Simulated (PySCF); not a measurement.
# A diatomic session: CI

What are the lowest state that PBE0 finds, the bond length, vibrational wavenumber and bond energy of CI, and how much do these hang on the method?

The runs use PySCF 2.14.0; C def2-SVPD, I def2-SVPD with ECP28, scalar-relativistic core potentials.

## Step 1: Set-up

A driver script around PySCF takes these settings:

* atoms: C, I
* charge: 0
* basis: C def2-SVPD, I def2-SVPD with ECP28
* Hamiltonian: scalar-relativistic core potentials
* basis functions: 55
* electrons treated: 31
* masses in u: 12.0000, 126.9045
* levels: PBE0, PBE, r²SCAN, MN15, BHandHLYP, r²SCANh, HF, MP2, SCS-MP2
* grid: 80 radial by 434 angular points
* occupations: held fixed by the projection of orbital angular momentum
* dissociation limit: C + I, each in its ground configuration
* starting distance in angstrom: 2.020
* values of 2S to try: 1, 3

Command:

```console
$ OMP_NUM_THREADS=1 python dia.py task.json out
```

The runs that follow: First curve: PBE0; Higher solutions at PBE0; PBE; r²SCAN; MN15; BHandHLYP; r²SCANh; UHF (mean field).

Q: Predict the outcome of this session. Wanted: for each run, Re; ωe; De; μ.

The runs gave:

Lowest PBE0 solution found, without spin–orbit coupling: ²Π (doublet), unpaired electrons π ↑. State 2 has its PBE0 minimum 1.51 eV higher. The other levels ran on the lowest alone.

| level | Re (Å) | ωe (cm⁻¹) | De (eV) | μ (D) |
| --- | --- | --- | --- | --- |
| UHF | 2.070 | 606 | 0.91 | 1.07 |
| PBE | 2.051 | 622 | 3.49 | 1.89 |
| r²SCAN | 2.048 | 627 | 3.08 | 1.78 |
| r²SCANh | 2.043 | 634 | 2.93 | 1.74 |
| PBE0 | 2.035 | 644 | 3.03 | 1.77 |
| MN15 | 2.029 | 638 | 2.83 | 1.85 |
| BHandHLYP | 2.042 | 634 | 2.42 | 1.56 |

De is counted to C + I in their ground configurations. A positive dipole means C(−)I(+). No constants: UHF-MP2 (the points don't follow one smooth fit); UHF-SCS-MP2 (the points don't follow one smooth fit).

What this shows: The methods spread over 0.040 Å in bond length, from MN15 to UHF. Among the levels with a De in the table, it runs from 0.91 eV (UHF) to 3.49 eV (PBE).

Correlated steps freeze 5 core orbitals. Spin–orbit coupling is left out, which matters for elements this heavy, above all for dissociation energies. With spin–orbit coupling the term label itself may not hold.
